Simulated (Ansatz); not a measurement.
Working through a convergence test of the plane-wave cutoff of WC, space group P-6m2

Program: Ansatz 0.2.0, Python API.

Contents of `wc.xyz`:
```text
2
Lattice="2.9065 0.0 0.0 -1.45325 2.51710284 0.0 0.0 0.0 2.8366" Properties=species:S:1:pos:R:3 pbc="T T T"
W     0.00000000    0.00000000    0.00000000
C     1.45325000    0.83903428    1.41830000
```

The cells in order, each with its output:

In [1]:
```python
import warnings

import ansatz as az
```

In [2]:
```python
warnings.simplefilter('ignore', az.DeckWarning)

xtal = az.Crystal.from_extxyz('wc.xyz')
```

In [3]:
```python
job = (
    xtal.calculation()
    .functional('PBE')
    .kpoints(11, 11, 10, center='gamma')
    .occupations('fermi_dirac', width=0.1)
    .stress()
)
```

In [4]:
```python
rows = []
for value in [250, 300, 350, 400]:
    report = job.basis(value).run(threads=1).report
    rows.append((value, report['free_energy_ev'] / len(report['lattice']['sites']), report['n_iterations'], sum(report['stress_gpa'][i][i] for i in range(3)) / 3, report['n_pw']))
```

In [5]:
```python
print(' cutoff (eV)   F/atom (eV)    iterations       P (GPa)   plane waves')
for row in rows:
    print(f'{str(row[0]):>12s}  {row[1]:12.5f}  {row[2]:12d}  {row[3]:12.3f}  {row[4]:12d}')
```
```text
 cutoff (eV)   F/atom (eV)    iterations       P (GPa)   plane waves
         250   -5317.52290             6         5.511           199
         300   -5317.93732             6         6.233           231
         350   -5318.01321             6         5.854           315
         400   -5318.02790             6         5.646           405
```

In [6]:
```python
for row in rows[:-1]:
    shift = 1000 * (row[1] - rows[-1][1])
    print(f'{row[0]}: {shift:+.2f} meV/atom' + ('  (within 2 meV)' if abs(shift) < 2 else ''))
```
```text
250: +505.00 meV/atom
300: +90.58 meV/atom
350: +14.69 meV/atom
```

For a metal this k-point mesh is coarse: on a finer one energies can move by several to tens of meV an atom and pressures by half a GPa or more, differences at one mesh by less. Pressure is positive in compression. Spin-orbit coupling, which matters for elements this heavy, is left out. The structure is a deposited one; some such entries were measured under pressure or heat, so a shift against it needn't be the functional's error alone. Shifts are counted from the last row, which is itself no proven limit. The script silences the warnings on its input, which a real study should read. Processor time in the engine: 5.5 s on 1 thread of Intel(R) Xeon(R) Processor @ 2.30GHz (shared host), peak memory 0.48 GiB.
